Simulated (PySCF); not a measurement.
# C6H12N: the cost of one run

Programs: PySCF 2.14.0, with routines of our own; each step states its level. All values are computed. Atoms count from 0.

## 1. The starting structure

19 atoms, charge 1, multiplicity 1; geometry from: GFN2-xTB.

## 2. Optimising the geometry at PBE0-D3(BJ)/def2-SVP

What the job is given:

```
{"job": {"xc": "PBE0", "basis": "def2-SVP", "d3": "d3bj", "grid": 2, "kind": "geom"}, "charge": 1, "multiplicity": 1}
C      3.035245     0.273886    -0.380411
C      1.838750     0.483498     0.049611
C      0.649791     0.728297     0.511870
N     -0.562867    -0.000854     0.112870
C     -1.503163     0.953684    -0.506023
C     -1.171964    -0.591557     1.320417
C     -0.238705    -1.069289    -0.847579
H      3.704859    -0.412902     0.112008
H      3.428967     0.789889    -1.241310
H      0.468035     1.505403     1.239001
H     -1.047724     1.404512    -1.386662
H     -2.418134     0.442357    -0.801528
H     -1.755407     1.744635     0.198576
H     -2.060225    -1.161456     1.052145
H     -0.458197    -1.254587     1.807530
H     -1.455793     0.191103     2.022339
H      0.455347    -1.776499    -0.396586
H      0.226695    -0.644135    -1.735116
H     -1.145315    -1.596735    -1.138610
```

Command:

```sh
> OMP_NUM_THREADS=1 python excited_run.py task.json out
```

This one command runs all jobs of the session in turn.

Q: Estimate the wall time and peak memory of this first job on 1 thread of AMD EPYC 7R13, shared host.

About 53 s, with a peak of 0.75 GiB.
